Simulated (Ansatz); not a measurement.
# CH6BNO2 (SMILES COB(N)O): MP2/6-31G(d) (spherical functions)

Aim: the energy change on altering one bond length of CH6BNO2 at MP2/6-31G* (spherical functions), from 2 runs. 

Program for the calculation: Ansatz 0.2.0.

131 further runs of the same task are left out: 1 that didn't finish, 130 set aside as unsound or not needed.

## Step 1: The system as given

The species is CH6BNO2 (11 atoms), meant as a singlet with charge 0. As SMILES, `COB(N)O`. The shape is that of a PBE0-D4/def2-TZVP optimisation. This is one conformer, not always the lowest.

Bond lengths: C1–O2 1.404 Å, O2–B3 1.375 Å, B3–N4 1.409 Å, B3–O5 1.372 Å, C1–H6 1.096 Å, C1–H7 1.091 Å, C1–H8 1.096 Å, N4–H9 1.002 Å, N4–H10 1.003 Å, O5–H11 0.959 Å. Some angles: C1–O2–B3 120.9°, O2–B3–N4 123.5°, O2–B3–O5 117.8°, N4–B3–O5 118.7°, O2–C1–H6 111.6°, O2–C1–H7 108.2°, O2–C1–H8 111.6°, B3–N4–H9 124.4°, B3–N4–H10 121.1°, B3–O5–H11 111.1°.

## Step 2: A single-point energy at MP2/6-31G(d) (spherical functions)

File molecule.yaml:

```yaml
crystal:
  periodic: [false, false, false]
  atoms:
    - {symbol: C, position_ang: [0.713500, 0.851600, 1.129700]}
    - {symbol: O, position_ang: [-0.446700, 0.102500, 0.878500]}
    - {symbol: B, position_ang: [-0.644000, -0.506700, -0.338400]}
    - {symbol: N, position_ang: [0.275800, -0.431900, -1.403700]}
    - {symbol: O, position_ang: [-1.801000, -1.223100, -0.514800]}
    - {symbol: H, position_ang: [0.801300, 1.701800, 0.443100]}
    - {symbol: H, position_ang: [0.654400, 1.238600, 2.147600]}
    - {symbol: H, position_ang: [1.616900, 0.236000, 1.047600]}
    - {symbol: H, position_ang: [1.144100, 0.066300, -1.366900]}
    - {symbol: H, position_ang: [0.095200, -0.890900, -2.277500]}
    - {symbol: H, position_ang: [-2.344100, -1.201100, 0.275400]}
basis:
  gaussian:
    orbitals: 6-31G_st_-spherical.json
correlation:
  method: mp2
  frozen_orbitals: {B: 1, C: 1, H: 0, "N": 1, O: 1}
accuracy: high
```

The basis set 6-31G* is read from a file made from the Basis Set Exchange's data (not shown).

The run is started by

```bash
ansatz run molecule.yaml --threads 1 --pin off --max-ram 3480MiB --events-out events.jsonl --progress --plain --runs-dir runs
```

Standard output:

```text
Warning: RAYON_NUM_THREADS=1 ignored (pool sized by the plan → 1); use --threads N
Functional definition: HF
  name "HF"
  exchange = exact_x
  correlation = 0
1994 factors; integrals over basis functions are off by at most 3.4e-9 eV
mean field evaluation 1: about -7352.8344 eV, gradient 4.3e1 eV
mean field evaluation 2: about -7352.9212 eV, gradient 4.3e1 eV
mean field evaluation 4: about -7356.6839 eV, gradient 3.3e0 eV
mean field evaluation 8: about -7356.7185 eV, gradient 2.0e-1 eV
mean field evaluation 16: about -7356.7186 eV, gradient 6.9e-9 eV
mean field -7356.71862966 eV, -270.3544230772 hartree, gradient 6.9e-9 eV, S^2 0.000000; 0 other end points of the search recorded, 0 dependent functions left out
5 core orbitals not correlated: weight in the atoms' cores, before any rotation towards them, 1.000 or more for the frozen orbitals, at most 0.000 for the correlated occupied ones
reference -7356.71862966 eV, -270.3544230772 hartree; 15, 15 occupied and 62, 62 virtual orbitals, 1994 factors
second order -19.40211916 eV of doubles, -0.00000000 eV of singles
Total energy: -7376.12074883 eV, -271.0674378053 hartree
```

Wall time 2.7 s (1 thread of Arm Neoverse V1, shared host); peak memory 0.22 GiB.

## Step 3: The distorted shape

File in.yaml:

```yaml
crystal:
  periodic: [false, false, false]
  atoms:
    - {symbol: C, position_ang: [-0.022358, 0.791759, 1.981960]}
    - {symbol: O, position_ang: [-1.182558, 0.042659, 1.730760]}
    - {symbol: B, position_ang: [-1.379858, -0.566541, 0.513860]}
    - {symbol: "N", position_ang: [0.275800, -0.431900, -1.403700]}
    - {symbol: O, position_ang: [-2.536858, -1.282941, 0.337460]}
    - {symbol: H, position_ang: [0.065442, 1.641959, 1.295360]}
    - {symbol: H, position_ang: [-0.081458, 1.178759, 2.999860]}
    - {symbol: H, position_ang: [0.881042, 0.176159, 1.899860]}
    - {symbol: H, position_ang: [1.144100, 0.066300, -1.366900]}
    - {symbol: H, position_ang: [0.095200, -0.890900, -2.277500]}
    - {symbol: H, position_ang: [-3.079958, -1.260941, 1.127660]}
basis:
  gaussian: {orbitals: 6-31G_st_-spherical.json}
magnetization: {spin_polarized: false}
accuracy: high
correlation: {method: mp2, frozen_orbitals: {B: 1, C: 1, H: 0, "N": 1, O: 1}}
```

The basis set 6-31G* is read from a file made from the Basis Set Exchange's data (not shown).

The run is started by

```bash
ansatz run in.yaml --threads 1 --pin off --max-ram 3480MiB --events-out events.jsonl --progress --plain --runs-dir runs
```

Standard output:

```text
Warning: RAYON_NUM_THREADS=1 ignored (pool sized by the plan → 1); use --threads N
Functional definition: HF
  name "HF"
  exchange = exact_x
  correlation = 0
1946 factors; integrals over basis functions are off by at most 3.4e-9 eV
mean field evaluation 1: about -7344.4756 eV, gradient 5.0e1 eV
mean field evaluation 2: about -7344.5530 eV, gradient 5.0e1 eV
mean field evaluation 4: about -7350.4953 eV, gradient 4.4e0 eV
mean field evaluation 8: about -7350.5930 eV, gradient 5.2e-1 eV
mean field evaluation 16: about -7350.5958 eV, gradient 3.0e-7 eV
mean field -7350.59578600 eV, -270.1294127227 hartree, gradient 2.8e-8 eV, S^2 0.000000; 0 other end points of the search recorded, 0 dependent functions left out; unrestricted orbitals would lower it
5 core orbitals not correlated: weight in the atoms' cores, before any rotation towards them, 1.000 or more for the frozen orbitals, at most 0.000 for the correlated occupied ones
reference -7350.59578600 eV, -270.1294127227 hartree; 15, 15 occupied and 62, 62 virtual orbitals, 1946 factors
second order -19.87887100 eV of doubles, -0.00000000 eV of singles
Total energy: -7370.47465700 eV, -270.8599477577 hartree
```

Run time: 3 s. Hardware: 1 thread of Arm Neoverse V1, shared host; peak memory 0.22 GiB.

## Step 4: Outcome

At MP2/6-31G* (spherical functions), 5 core orbitals frozen:

| quantity | value |
| --- | --- |
| first shape: total energy | -271.06744 Eh |
| first shape: correlation energy (5 core orbitals frozen) | -713.0 mEh |
| distorted shape: total energy | -270.85995 Eh |
| distorted shape: correlation energy (5 core orbitals frozen) | -730.5 mEh |
| energy change with the B3–N4 bond stretched from 1.409 to 2.537 Å | 5.646 eV |

What this shows: With the B3–N4 bond stretched from 1.409 to 2.537 Å the energy rises by 5.65 eV (130 kcal/mol). The first shape isn't relaxed at this level, so the change isn't measured from a minimum. The restricted solution (distorted shape) is unstable to spin breaking: an unrestricted one lies lower.
